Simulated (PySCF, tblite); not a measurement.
# C₄H₅F₃O₂+ (doublet): geometry, infrared bands and EPR parameters

Wanted: the infrared bands and EPR parameters of C₄H₅F₃O₂+ (doublet) (`C[C@H](C=[O+])OC(F)(F)F`), by calculation.

Programs: tblite 0.8.0 and PySCF 2.14.0, with density-fitted response routines of our own. Each step states its level of theory. These are calculated values for one molecule in the gas phase, unless marked as measured. Atoms are numbered from 0 throughout.

**1. Starting geometry**

14 atoms, charge 1, multiplicity 2; geometry from: force field or distance geometry start.

Bonds of the start (Å): C0–C1 1.49, C1–C2 1.49, C2–O3 1.23, C1–O4 1.39, O4–C5 1.36, C5–F6 1.39, C5–F7 1.38, C5–F8 1.36, C0–H9 1.10, C0–H10 1.10, C0–H11 1.12, C1–H12 1.10, C2–H13 1.10.

**2. Optimising the geometry with GFN2-xTB**

What the job is given:

```
{"job": {"kind": "relax", "xc": "GFN2-xTB", "basis": "xTB"}, "charge": 1, "multiplicity": 2}
C     -0.968900     1.376800    -0.232800
C     -0.300800     0.047400    -0.216800
C     -1.341400    -0.987500     0.039200
O     -2.335400    -1.107400    -0.679700
O      0.642100    -0.112700     0.790200
C      1.892600    -0.482900     0.389100
F      2.718300    -0.588900     1.503100
F      1.884700    -1.745100    -0.168600
F      2.533600     0.350000    -0.481400
H     -0.760600     1.884600     0.724200
H     -0.709000     2.020100    -1.089700
H     -2.078400     1.195900    -0.267800
H      0.107900    -0.162800    -1.211800
H     -1.285200    -1.688100     0.880700
```

Started as:

```
$ OMP_NUM_THREADS=1 python probes_run.py task.json out
```

The driver reads the jobs from task.json and runs them one after another.

Log:

```text
step      E/eV     max force
  0    -894.00503    6.503
  1    -894.24072   10.435
  2    -894.65871    1.919
  3    -894.71107    1.047
  4    -894.77082    0.702
  5    -894.78387    0.411
  6    -894.79524    0.225
  7    -894.80274    0.357
  8    -894.81170    0.396
  9    -894.81673    0.260
 10    -894.82047    0.152
 11    -894.82384    0.223
 12    -894.82737    0.272
 13    -894.83038    0.200
 14    -894.83309    0.142
 15    -894.83609    0.175
 16    -894.83942    0.244
 17    -894.84229    0.201
 18    -894.84415    0.111
 19    -894.84552    0.107
 20    -894.84706    0.123
 21    -894.84889    0.133
 22    -894.85091    0.158
 23    -894.85339    0.179
 24    -894.85709    0.208
 25    -894.86284    0.331
 26    -894.87036    0.375
 27    -894.87772    0.256
 28    -894.88428    0.176
 29    -894.89105    0.309
 30    -894.89742    0.304
 31    -894.90275    0.545
 32    -894.91049    0.287
 33    -894.91673    0.172
 34    -894.91941    0.168
 35    -894.92248    0.193
 36    -894.92470    0.114
 37    -894.92648    0.146
 38    -894.92783    0.134
 39    -894.92937    0.137
 40    -894.93065    0.069
 41    -894.93116    0.060
 42    -894.93182    0.060
 43    -894.93226    0.059
 44    -894.93272    0.058
 45    -894.93319    0.053
 46    -894.93379    0.056
 47    -894.93446    0.077
 48    -894.93519    0.063
 49    -894.93594    0.069
 50    -894.93675    0.076
 51    -894.93752    0.083
 52    -894.93811    0.074
 53    -894.93861    0.058
 54    -894.93920    0.056
 55    -894.93998    0.073
 56    -894.94083    0.073
 57    -894.94156    0.060
 58    -894.94209    0.063
 59    -894.94250    0.056
 60    -894.94289    0.071
 61    -894.94333    0.052
 62    -894.94401    0.072
 63    -894.94441    0.086
 64    -894.94530    0.087
 65    -894.94623    0.074
 66    -894.94708    0.085
 67    -894.94756    0.111
 68    -894.94809    0.061
 69    -894.94852    0.048
 70    -894.94918    0.058
 71    -894.94969    0.077
 72    -894.95014    0.065
 73    -894.95039    0.035
 74    -894.95057    0.031
 75    -894.95072    0.035
 76    -894.95088    0.043
 77    -894.95102    0.033
 78    -894.95115    0.023
 79    -894.95125    0.023
 80    -894.95132    0.024
 81    -894.95139    0.026
 82    -894.95151    0.035
 83    -894.95174    0.049
 84    -894.95208    0.057
 85    -894.95246    0.056
 86    -894.95287    0.059
 87    -894.95331    0.067
 88    -894.95382    0.063
 89    -894.95425    0.110
 90    -894.95473    0.068
 91    -894.95511    0.052
 92    -894.95548    0.034
 93    -894.95562    0.032
 94    -894.95579    0.029
 95    -894.95585    0.015
 96    -894.95590    0.018
 97    -894.95594    0.012
 98    -894.95597    0.012
 99    -894.95599    0.012
100    -894.95600    0.010
101    -894.95602    0.008
```

Wall time 1 s (1 thread of Arm Neoverse N1, shared host); peak memory 0.18 GiB.

Along the way: (not every step is listed)

| step | energy from step 0 (eV) | largest force (eV/Å) |
| --- | --- | --- |
| 0 | 0.0000 | 6.5031 |
| 1 | -0.2357 | 10.4353 |
| 2 | -0.6537 | 1.9194 |
| 3 | -0.7060 | 1.0475 |
| 4 | -0.7658 | 0.7022 |
| 5 | -0.7788 | 0.4108 |
| 6 | -0.7902 | 0.2253 |
| 7 | -0.7977 | 0.3571 |
| 8 | -0.8067 | 0.3959 |
| 16 | -0.8344 | 0.2445 |
| 24 | -0.8521 | 0.2077 |
| 32 | -0.9055 | 0.2866 |
| 40 | -0.9256 | 0.0694 |
| 48 | -0.9302 | 0.0631 |
| 56 | -0.9358 | 0.0730 |
| 64 | -0.9403 | 0.0865 |
| 72 | -0.9451 | 0.0652 |
| 80 | -0.9463 | 0.0242 |
| 88 | -0.9488 | 0.0634 |
| 96 | -0.9509 | 0.0185 |
| 97 | -0.9509 | 0.0122 |
| 98 | -0.9509 | 0.0124 |
| 99 | -0.9510 | 0.0117 |
| 100 | -0.9510 | 0.0103 |
| 101 | -0.9510 | 0.0078 |

Distances of close pairs at the start and the end, largest changes first:

| bond | before (Å) | after (Å) | change (Å) |
| --- | --- | --- | --- |
| C1–C2 | 1.490 | 1.623 | +0.134 |
| C5–F6 | 1.391 | 1.299 | -0.092 |
| C2–O3 | 1.233 | 1.160 | -0.072 |
| C5–F7 | 1.380 | 1.338 | -0.041 |
| C5–F8 | 1.365 | 1.325 | -0.040 |
| C0–H11 | 1.125 | 1.088 | -0.037 |
| C0–C1 | 1.488 | 1.501 | +0.013 |
| C2–H13 | 1.096 | 1.109 | +0.013 |

The next job starts from the end point, and lists it.

**3. Harmonic vibrations with GFN2-xTB**

What the job is given:

```
{"job": {"kind": "ir", "xc": "GFN2-xTB", "basis": "xTB"}, "charge": 1, "multiplicity": 2}
C     -1.098764     1.427321    -0.134092
C     -0.247550     0.198769    -0.276741
C     -1.237591    -1.065578    -0.039482
O     -2.159738    -1.295938    -0.705051
O      0.801666     0.219843     0.613620
C      1.891295    -0.580003     0.379258
F      2.804593    -0.317038     1.264357
F      1.529566    -1.865422     0.470366
F      2.362938    -0.398015    -0.845041
H     -1.416284     1.601145     0.897464
H     -0.470551     2.297116    -0.376041
H     -1.959923     1.402145    -0.798275
H      0.083135     0.009614    -1.316691
H     -0.883470    -1.634434     0.844184
```

Log:

```text
mode    cm-1     km/mol
  1      32.8      0.60
  2      42.6     16.90
  3     116.3      5.18
  4     159.6      5.93
  5     183.1     18.38
  6     246.3      7.11
  7     307.4      7.47
  8     354.0     22.16
  9     376.1      3.96
 10     419.6      3.62
 11     462.7      6.67
 12     553.0     33.98
 13     571.7     17.19
 14     620.9      6.73
 15     624.7     37.25
 16     814.7      4.33
 17     843.8      3.10
 18     935.1     31.49
 19     969.5     16.52
 20    1035.5    269.66
 21    1062.6    174.15
 22    1076.5    320.52
 23    1091.4    265.39
 24    1142.9      8.08
 25    1183.5     39.51
 26    1215.6    466.63
 27    1255.7      1.85
 28    1293.1     90.65
 29    1327.4    233.26
 30    1389.8     34.68
 31    1921.9    219.59
 32    2721.9    144.82
 33    2786.4     34.27
 34    2891.7    154.21
 35    2986.1     83.27
 36    3051.4     12.24
```

It took 0.67 s on 1 thread of Arm Neoverse N1, shared host; peak memory 0.18 GiB.

The strongest bands and the atoms that carry them (share of the mass-weighted mode):

| cm⁻¹ | km/mol | atoms |
| --- | --- | --- |
| 1036 | 269.7 | C5 53 %, O4 14 %, C1 10 % |
| 1063 | 174.2 | C1 27 %, C5 20 %, C0 17 % |
| 1076 | 320.5 | H12 38 %, C5 19 %, O4 11 % |
| 1091 | 265.4 | C5 43 %, H12 23 % |
| 1216 | 466.6 | C5 69 %, F6 19 % |
| 1327 | 233.3 | H9 42 %, H10 34 %, C0 11 %, H11 10 % |
| 1922 | 219.6 | C2 53 %, O3 44 % |
| 2892 | 154.2 | H10 90 % |

**4. EPR parameters: B3LYP/pcH-1**

Same as in step 3 but for these lines:

```diff
@@ -1,2 +1,2 @@
-{"job": {"kind": "ir", "xc": "GFN2-xTB", "basis": "xTB"}, "charge": 1, "multiplicity": 2}
+{"job": {"kind": "epr", "basis": "pcH-1"}, "charge": 1, "multiplicity": 2}
 C     -1.098764     1.427321    -0.134092
```

Level: UKS B3LYP, pcH-1 on C F H O, non-relativistic, mean-field spin-orbit, GIAO.

Log:

```text
UKS, coarse grid
  cycle   1  E = -604.75128255  |g| = 9.47e-01
  cycle   2  E = -603.79529182  |g| = 1.90e+00
  cycle   3  E = -605.00197103  |g| = 4.31e-01
  cycle   4  E = -605.06824052  |g| = 1.09e-01
  cycle   5  E = -605.07162045  |g| = 5.14e-02
  cycle   6  E = -605.07252216  |g| = 1.70e-02
  cycle   7  E = -605.07263246  |g| = 7.35e-03
  cycle   8  E = -605.07266344  |g| = 2.51e-03
  cycle   9  E = -605.07266942  |g| = 8.16e-04
UKS, final grid
  cycle   1  E = -605.07271784  |g| = 9.36e-04
  cycle   2  E = -605.07271771  |g| = 1.31e-03
  cycle   3  E = -605.07271834  |g| = 1.89e-04
  cycle   4  E = -605.07271837  |g| = 1.91e-04
  cycle   5  E = -605.07271840  |g| = 1.33e-04
  cycle   6  E = -605.07271841  |g| = 3.91e-05
  cycle   7  E = -605.07271841  |g| = 7.14e-06
E = -605.07271841 Eh   <S^2> = 0.7552 (exact 0.7500)
g shifts (ppm)      1          2          3
  rmc          -267       -267       -267
  gc             40         -1         43
  oz_so        -734        528       5120
  total        -960        260       4896
hyperfine (MHz)  atom isotope    a_iso     a_fc   dipolar eigenvalues
    0   13C      -5.08      -5.08     -5.08     -4.74      9.82
    1   13C       0.94       0.94    -24.76    -22.82     47.58
    2   13C     -50.83     -50.83    -21.05     -5.49     26.54
    3   17O     -27.29     -27.29   -146.35     66.73     79.62
    4   17O     -12.52     -12.52    -46.48     22.69     23.78
    5   13C      -4.36      -4.36     -0.91     -0.50      1.41
    6   19F      -1.51      -1.51     -5.73     -2.43      8.15
    7   19F      23.65      23.65    -28.91    -27.64     56.54
    8   19F      -4.52      -4.52     -7.09     -4.58     11.67
    9    1H      23.65      23.65     -3.83     -2.95      6.78
   10    1H      73.85      73.85     -4.60     -1.01      5.61
   11    1H      -1.53      -1.53     -5.29      1.40      3.89
   12    1H      59.56      59.56    -10.01     -2.20     12.20
   13    1H     334.15     334.15     -8.98     -4.56     13.54
```

It took 2.5 min on 1 thread of Arm Neoverse N1, shared host; peak memory 1.1 GiB.

Principal g values 2.00136, 2.00258, 2.00722; g(iso) = 2.00372, against 2.00232 for a free electron.

Mean a(iso) over the nuclei that a row names, and the largest dipolar term of the row (other rows stand at the frozen geometry):

| nuclei | isotope | a(iso) (MHz) | a(iso) (G, at g = 2.0023) | largest dipolar term (MHz) |
| --- | --- | --- | --- | --- |
| H13 | 1H | 334.1 | 119.2 | 13.5 |
| H12 | 1H | 59.6 | 21.3 | 12.2 |
| C2 | 13C | -50.8 | -18.1 | 26.5 |
| H9, H10, H11 | 1H | 32.0 | 11.4 | 6.8 |
| O3 | 17O | -27.3 | -9.7 | -146.4 |
| O4 | 17O | -12.5 | -4.5 | -46.5 |
| F6, F7, F8 | 19F | 5.9 | 2.1 | 56.5 |
| C0 | 13C | -5.1 | -1.8 | 9.8 |
| C5 | 13C | -4.4 | -1.6 | 1.4 |
| C1 | 13C | 0.9 | 0.3 | 47.6 |

Mulliken spin populations:

C0 0.03; C1 0.17; C2 0.00; O3 0.47; O4 0.13; C5 0.00; F6 0.00; F7 0.01; F8 0.00; H9 0.01; H10 0.03; H11 0.00; H12 0.03; H13 0.14

In first order the couplings over 0.8 MHz of 1H, 19F give 64 distinct lines over 181.1 G, if the averaged nuclei exchange fast.

Orbitals, density, ELF and potential are computed afterwards from the orbital file.

ELF in a plane through or near 7 of the atoms.

Values, 10 rows by 14 columns:
```
0.00 0.00 0.00 0.00 0.00 0.00 0.00 0.00 0.00 0.00 0.00 0.00 0.00 0.00
0.00 0.00 0.00 0.00 0.00 0.00 0.00 0.00 0.00 0.00 0.00 0.00 0.00 0.00
0.00 0.00 0.00 0.00 0.00 0.00 0.00 0.04 0.93 0.95 0.06 0.00 0.00 0.00
0.00 0.00 0.09 0.18 0.03 0.03 0.35 0.03 0.96 0.98 0.14 0.02 0.00 0.00
0.00 0.00 0.20 0.25 0.38 0.54 0.72 0.43 0.85 0.40 0.98 0.84 0.00 0.00
0.00 0.00 0.00 0.16 0.67 0.25 0.26 0.30 0.59 0.26 0.84 0.58 0.00 0.00
0.00 0.00 0.08 0.79 0.60 0.67 0.03 0.65 0.45 0.39 0.05 0.00 0.00 0.00
0.00 0.00 0.00 0.09 0.22 0.07 0.13 0.51 0.78 0.78 0.46 0.01 0.00 0.00
0.00 0.00 0.00 0.00 0.00 0.00 0.01 0.03 0.32 0.54 0.08 0.00 0.00 0.00
0.00 0.00 0.00 0.00 0.00 0.00 0.00 0.00 0.00 0.00 0.00 0.00 0.00 0.00
```
The map spans 10.9 Å across and 9.4 Å up, centred on the molecule. Atoms in the plane (x, y in Å): C0 (1.6, 0.8), C1 (0.4, 0.1), C2 (0.7, -1.5), C5 (-2.0, 0.3), F7 (-2.2, -1.0), H10 (1.4, 1.9), H11 (2.5, 0.4).

log10 of the density (e/Å³) in the same plane.

Ten even steps from '0' (-4.0) to '9' (1.0):
```
0000000000000000000000000000
0000000000000000000000000000
0000000000000000111100000000
0000000000000012333211000000
0000001110011124455432100000
0000234433333345676543210000
0002355554455556787654310000
0013566776677667788765421000
0013567788788777888876531000
0013456799888898888876531000
0001356788767788766665421000
0001357898756778765544310000
0001357899755688876543200000
0000246777655678898754200000
0000134555444677899754200000
0000001222233456777643100000
0000000000012344555432000000
0000000000001123344321000000
0000000000000000111000000000
0000000000000000000000000000
```
The map spans 10.9 Å across and 9.4 Å up, centred on the molecule. Atoms in the plane (x, y in Å): C0 (1.6, 0.8), C1 (0.4, 0.1), C2 (0.7, -1.5), C5 (-2.0, 0.3), F7 (-2.2, -1.0), H10 (1.4, 1.9), H11 (2.5, 0.4).

On the surface of density 0.002 e/bohr³ the electrostatic potential runs, from the 1st to the 99th percentile, from 2.97 V near F6 to 7.15 V near H13.

The spin density lies nearest to O3 40 %; C1 14 %; H13 12 %; O4 12 %.

**5. Outcome**

| quantity | value |
| --- | --- |
| strongest single infrared mode (GFN2-xTB) | 1216 cm⁻¹, 467 km/mol |
| zero-point energy (GFN2-xTB) | 54.4 kcal/mol |
| g(iso) (B3LYP) | 2.00372 |
| ⟨S²⟩ | 0.755 (exact 0.75) |
| largest a(iso) (averaged by class) | 1H on H13, 334.1 MHz |

In words: Relaxing lowered the energy by 0.951 eV in 101 steps; the close pair that moved most is C1–C2, from 1.490 to 1.623 Å. All 36 modes are real, so the xTB geometry is a minimum. The strongest single mode, at 1216 cm⁻¹, moves mainly C5. GFN2-xTB is a fitted tight-binding method: band positions and strengths are rough. Its intensities can rank the bands wrongly. The largest share of the spin, 0.47 e, sits on O3. The isotropic g lies 1.4 ppt above the free-electron value.
